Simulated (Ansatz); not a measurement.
**GaSiH2+ (triplet): the correlation ladder, cc-pVDZ**

Aim: climb from Hartree-Fock through coupled cluster and multireference methods for GaSiH2+ (triplet) at one geometry and basis, and see what each rung misses.

Method: cc-pVDZ, core rule «outside noble gas», up to 19 orbitals frozen; program: Ansatz 0.2.0, Gaussian basis.

Plan: UHF; CCSD(T) on ROHF; CCSD(T) on UHF; BCCD(T) on ROHF; CISD; CCSDT(Q) on ROHF; CCSDT(Q) on UHF; CCSDTQ on ROHF; CCSDTQ on UHF; CASSCF and MRCISD+Q, 8 electrons in 10 orbitals; CASSCF and NEVPT2, 8 electrons in 10 orbitals.

5 further runs of the same task are left out: 5 set aside as unsound or not needed.

**1. The system**

The geometry is a PBE0/def2-TZVP stationary point (not a proven minimum) of the parent state, kept for this charge and spin. No spin-orbit coupling is included. The filled d shell of Ga may be among the frozen orbitals whatever the setting's name suggests; the logs give the count.

4 atoms, charge 1, spin multiplicity 3.

Atoms are counted from 1 here; the program's logs count them from 0.

Bond lengths: Si1–Ga2 2.527 Å, Si1–H3 1.499 Å, Si1–H4 1.499 Å. Angles: Ga2–Si1–H3 127.3°, Ga2–Si1–H4 127.3°, H3–Si1–H4 105.5°.

**2. UHF**

in.yaml reads:

```yaml
crystal:
  periodic: [false, false, false]
  atoms:
    - {symbol: Si, position_ang: [0.000000, 0.000000, 1.746816]}
    - {symbol: Ga, position_ang: [0.000000, 0.000000, -0.780395]}
    - {symbol: H, position_ang: [0.000000, -1.193304, 2.654570]}
    - {symbol: H, position_ang: [0.000000, 1.193304, 2.654570]}
basis:
  gaussian: {orbitals: cc-pVDZ}
total_charge: 1
magnetization: {spin_polarized: true, initial_magnetization: 2}
hamiltonian: {xc: hf}
output: {orbitals: {seedname: orbitals}}
```

Run with:

```sh
ansatz run in.yaml --threads 1 --pin off --events-out ev --progress --plain --max-ram 2560MiB --backend cpu
```

Further steps of the session: CCSD(T) on ROHF; CCSD(T) on UHF; BCCD(T) on ROHF; CISD; CCSDT(Q) on ROHF; CCSDT(Q) on UHF; CCSDTQ on ROHF; CCSDTQ on UHF; CASSCF and MRCISD+Q, 8 electrons in 10 orbitals; CASSCF and NEVPT2, 8 electrons in 10 orbitals.

Before running them: what should the planned runs give, taken together? Wanted: UCCSDTQ below the RHF energy; RMP2 from UCCSDTQ; UMP2 from UCCSDTQ; RCCSD from UCCSDTQ; RCCSD(T) from UCCSDTQ; UCCSD(T) from UCCSDTQ; RCCSDT(Q) from UCCSDTQ; UCCSDT(Q) from UCCSDTQ; NEVPT2 valence from UCCSDTQ.

As calculated:

| quantity | value |
| --- | --- |
| UCCSDTQ below the RHF energy | -4.1709 eV |
| RMP2 from UCCSDTQ | +1031.7 meV |
| UMP2 from UCCSDTQ | +1075.3 meV |
| RCCSD from UCCSDTQ | +164.0 meV |
| RCCSD(T) from UCCSDTQ | +45.6 meV |
| UCCSD(T) from UCCSDTQ | +40.2 meV |
| RCCSDT(Q) from UCCSDTQ | +7.0 meV |
| UCCSDT(Q) from UCCSDTQ | +0.6 meV |
| NEVPT2 valence from UCCSDTQ | +640.6 meV |
| MRCISD+Q valence from UCCSDTQ | +15.0 meV |
| levels within 1 kcal/mol (43 meV) | UCCSD(T), RCCSDT, UCCSDT, RCCSDT(Q), UCCSDT(Q), RCCSDTQ, MRCISD+Q valence |
| T1 diagnostic | 0.027 |
| effectively unpaired electrons | 2.04 |

In words: RCCSD(T) lands +45.6 meV from the yardstick (1.1 % of the correlation energy). One determinant dominates. Of the multireference levels listed MRCISD+Q valence comes nearest in total energy (+15.0 meV), which doesn't show that its space is the better one. These misses are within one basis, not against nature; the frozen cores of restricted and unrestricted runs differ, which can shift their rows.
